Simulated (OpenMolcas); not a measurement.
# Au⁴⁺ among point charges: CASSCF and CASPT2 levels and susceptibility

How does a field of 4 point charges split the states of Au⁴⁺, and what χT follows?

The numbers are computed with OpenMolcas 26.06 (state-averaged CASSCF and CASPT2, spin-orbit coupling by RASSI with atomic mean-field integrals), except any that are marked as measured or tabulated.

## Step 1: The atom as given

```
Species                           : Au⁴⁺ (gold, Z = 79, 75 electrons)
Basis                             : ANO-RCC-VDZP [7s6p4d2f], 59 functions
Scalar Hamiltonian                : DKH2, point nucleus
Inactive shells                   : 1s 2s 2p 3s 3p 3d 4s 4p 4d 4f 5s 5p
Active space                      : 7 electrons in 5 orbitals (5d)
Some configurations of this space : 5d⁷
Orbitals                          : optimised for each spin and parity, averaged over all roots
```

Outer shells as boxes (Hund's rule):

5d7
```
5d [↑↓][↑↓][↑ ][↑ ][↑ ]
```

The ion sits among 4 point charges of -1.3 e arranged as a tetrahedron (Td), 1.78 Å from the ion.

Each step is its own input file, run in one work folder so that later steps find the files of earlier ones. Labels, J, g values, rates, χT and fits are worked out afterwards by a script from the matrices that RASSI stores.

## Step 2: One- and two-electron integrals

a.inp reads:

```
&GATEWAY
Coord
1

Au 0.0 0.0 0.0
Basis=ANO-RCC-VDZP
Group=NoSym
NoMove
AngMom=0.0 0.0 0.0
AMFI
XField
4 Angstrom 0
1.027683 1.027683 1.027683 -1.300000
1.027683 -1.027683 -1.027683 -1.300000
-1.027683 1.027683 -1.027683 -1.300000
-1.027683 -1.027683 1.027683 -1.300000
&SEWARD
```

Run with:

```
OMP_NUM_THREADS=1 MOLCAS_MEM=1689 MOLCAS_PROJECT=a pymolcas a.inp > a.log
```

## Step 3: Reference wave functions, quartets, 10 roots

a.inp reads:

```
&RASSCF
FileOrb=start.orb
Symmetry=1
Spin=4
nActEl=7 0 0
Inactive=34
Ras2=5
CIRoot=10 10 1
SDav=10
CIMx=300
Iter=120 100
PrWF=0.3
OrbListing=Nothing
MaxOrb=0
>>> COPY $Project.JobIph JOB001
```

start.orb holds the contracted functions of the basis, ordered by shell, or the orbitals of the step before.

## Step 4: Reference wave functions, doublets, 40 roots

a.inp reads:

```
&RASSCF
FileOrb=start.orb
Symmetry=1
Spin=2
nActEl=7 0 0
Inactive=34
Ras2=5
CIRoot=40 40 1
SDav=40
CIMx=300
Iter=120 100
PrWF=0.3
OrbListing=Nothing
MaxOrb=0
>>> COPY $Project.JobIph JOB002
```

## Step 5: State interaction with spin-orbit coupling

a.inp reads:

```
&RASSI
NrOfJobIphs=2 10 40
1 2 3 4 5 6 7 8 9 10
1 2 3 4 5 6 7 8 9 10 11 12 13 14 15 16 17 18 19 20 21 22 23 24 25 26 27
28 29 30 31 32 33 34 35 36 37 38 39 40
IphNames
JOB001
JOB002
EJob
SpinOrbit
DIPRint=1.0
SOCoupling=1000.0
Subsets=2
Property=9
'ANGMOM' 1 'ANGMOM' 2 'ANGMOM' 3 'MLTPL  1' 1 'MLTPL  1' 2 'MLTPL  1' 3
'AMFI' 1 'AMFI' 2 'AMFI' 3
SOProperty=3
'ANGMOM' 1 'ANGMOM' 2 'ANGMOM' 3
```

## Step 6: CASPT2: IPEA 0.25, imaginary shift 0.1 (closed shells correlated: 4f 5s 5p)

a.inp reads:

```
>>> COPY JOB001 $Project.JobIph
&CASPT2
Multistate=10 1 2 3 4 5 6 7 8 9 10
NoMult
Frozen=23
IPEA=0.25
Imaginary=0.1
MaxIter=60
WThr=0.0 0.3 0.05
PrWF=0.5
NoMix
>>> COPY JOB002 $Project.JobIph
&CASPT2
Multistate=40 1 2 3 4 5 6 7 8 9 10 11 12 13 14 15 16 17 18 19 20 21 22
23 24 25 26 27 28 29 30 31 32 33 34 35 36 37 38 39 40
NoMult
Frozen=23
IPEA=0.25
Imaginary=0.1
MaxIter=60
WThr=0.0 0.3 0.05
PrWF=0.5
NoMix
```

(Steps that only read results are left out.)

What does the calculation give? Wanted: spin-free ground state; first state of the same spin within the active space; lowest level; next level.

The runs gave:

```
                                            quantity                                                                           value
                                              method  SS-CASPT2, IPEA 0.25, imaginary shift 0.1 (closed shells correlated: 4f 5s 5p)
                              spin-free ground state                                                 4A2, 1-fold in its orbital part
first state of the same spin within the active space                                                                4T2 at 3450 cm⁻¹
                                        lowest level                                                                       4-fold Γ8
                                          next level                                                                     1725.8 cm⁻¹
                                         χT at 300 K                                                                  4.19 cm³ K/mol
                           effective moment at 300 K                                                                         5.79 μB
```

Cost by method:

```csv
method,time of its own steps,time with the reference
A. CASSCF,11 s,11 s
"B. SS-CASPT2, IPEA 0.25, imaginary shift 0.1, +4f 5s 5p",11 s,22 s
```

Times are of one thread on a shared host.

What this shows: The spin-free ground state (4A2) comes to 100 % from free-ion F terms and keeps the highest spin of the shell. χT at 300 K is 4.19, against 1.88 cm³ K/mol for the spin alone, so orbital moment adds to it. A ligand-field fit to the states below 45000 cm-1 gives 10Dq = -3534 cm-1, B = 851 cm-1 and C = 3751 cm-1 (C/B = 4.41), with a deviation of 285 cm-1. CASPT2 does not keep the components of a term degenerate, and the means are used. The field of point charges can differ much from that of real complexes. This is an electrostatic model: the charges have no orbitals.
